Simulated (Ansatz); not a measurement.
# CH6AlNOSi: up Jacob's ladder to CCSD(T)

One table from this session's results is given with a row withheld; the runs are named, their logs left out.

Computed with Ansatz 0.2.0, Gaussian basis. Level: functionals in def2-TZVPP, the program's frozen cores in correlated methods.

The runs, in order: LDA (SPW92), PBE-D4, revPBE-D4, BLYP-D4, r2SCAN-D4, B97M-V, PBE0-D4, B3LYP-D4, r2SCANh-D4, r2SCAN0-D4, HSE06-D4, BHLYP-D4, CAM-B3LYP-D4, LC-ωPBE, ωB97X-V, ωB97M-V, B2PLYP, PBE-QIDH; CCSD(T)/def2-SVP; CCSD(T)/def2-TZVPP; MP2/def2-QZVPP; extrapolation to the limit; RPA on PBE.

## The geometry

All runs share one geometry, relaxed beforehand with PBE0-D4 in a triple-zeta def2 set.

SMILES `[SiH3]O[CH]1[NH][AlH]1`, 11 atoms, charge 0, spin multiplicity 1.

Atoms are counted from 1 here; the program's logs count them from 0.

Bond lengths: Si1–O2 1.623 Å, Si1–H6 1.485 Å, Si1–H7 1.554 Å, Si1–H8 1.482 Å, O2–C3 1.468 Å, C3–N4 1.437 Å, C3–Al5 1.954 Å, C3–H9 1.089 Å, N4–Al5 1.748 Å, N4–H10 1.008 Å, Al5–H11 1.568 Å. Angles: O2–Si1–H6 111.0°, O2–Si1–H7 109.3°, O2–Si1–H8 115.9°, H6–Si1–H7 103.9°, H6–Si1–H8 111.4°, H7–Si1–H8 104.4°, Si1–O2–C3 102.3°, O2–C3–N4 113.2°, O2–C3–Al5 116.5°, O2–C3–H9 107.1°, N4–C3–Al5 59.8°, N4–C3–H9 117.7°, Al5–C3–H9 133.1°, C3–N4–Al5 75.0°, C3–N4–H10 120.9°, Al5–N4–H10 160.6°, C3–Al5–N4 45.2°, C3–Al5–H11 163.6° and more.

Set-up of the first run:

File in.yaml:

```yaml
crystal:
  periodic: [false, false, false]
  atoms:
    - {symbol: Si, position_ang: [-0.861840, -0.936288, 0.903014]}
    - {symbol: O, position_ang: [0.543520, -0.245124, 1.328608]}
    - {symbol: C, position_ang: [0.653315, 0.857371, 0.364868]}
    - {symbol: N, position_ang: [1.479108, 0.539726, -0.766947]}
    - {symbol: Al, position_ang: [-0.153380, 0.563567, -1.390751]}
    - {symbol: H, position_ang: [-0.942493, -2.330310, 1.406998]}
    - {symbol: H, position_ang: [-0.908848, -1.095417, -0.642375]}
    - {symbol: H, position_ang: [-2.086032, -0.169228, 1.232847]}
    - {symbol: H, position_ang: [0.894445, 1.755687, 0.931727]}
    - {symbol: H, position_ang: [2.447389, 0.286833, -0.645948]}
    - {symbol: H, position_ang: [-0.999682, 0.716180, -2.701442]}
basis:
  gaussian: {orbitals: def2-TZVPP}
hamiltonian: {xc: lda}
output: {orbitals: {seedname: orbitals}}
```

The run is started by

```sh
ansatz run in.yaml --threads 4 --pin off --events-out ev --progress --plain --max-ram 10444MiB
```

Steps of the session up to this table: LDA; PBE-D4 (GGA); revPBE-D4 (GGA); BLYP-D4 (GGA); r2SCAN-D4 (meta-GGA); B97M-V (meta-GGA); B3LYP-D4 (hybrid); r2SCANh-D4 (hybrid); r2SCAN0-D4 (hybrid); HSE06-D4 (hybrid); BHLYP-D4 (hybrid); CAM-B3LYP-D4 (range-separated); LC-ωPBE (range-separated); ωB97X-V (range-separated); ωB97M-V (range-separated); B2PLYP (double hybrid); PBE-QIDH (double hybrid).

One of the session's tables, all rows but one given; the rest of the session is left out.

It belongs to the step «Frontier levels by functional». 

| functional | HOMO (eV) | gap (eV) |
| --- | --- | --- |
| LDA (SPW92) | -5.54 | 3.92 |
| PBE-D4 | -5.40 | 4.03 |
| revPBE-D4 | -5.34 | 4.08 |
| BLYP-D4 | -5.28 | 4.06 |
| r2SCAN-D4 | -5.57 | 4.53 |
| B97M-V | -5.69 | 4.49 |
| PBE0-D4 | -6.53 | 5.97 |
| B3LYP-D4 | -6.35 | 5.61 |
| r2SCANh-D4 | -6.00 | 5.24 |
| r2SCAN0-D4 | -6.65 | 6.30 |
| HSE06-D4 | -6.13 | 5.21 |
| BHLYP-D4 | -7.61 | 7.90 |
| CAM-B3LYP-D4 | -7.85 | 8.29 |
| LC-ωPBE | -9.15 | 10.65 |
| ωB97X-V | ? | ? |
| ωB97M-V | -8.71 | 9.84 |

Estimate the missing values for ωB97X-V.

**Answer.** HOMO (eV): -8.82; gap (eV): 10.23. In the column «HOMO (eV)» it lies between LC-ωPBE (-9.15) and ωB97M-V (-8.71).
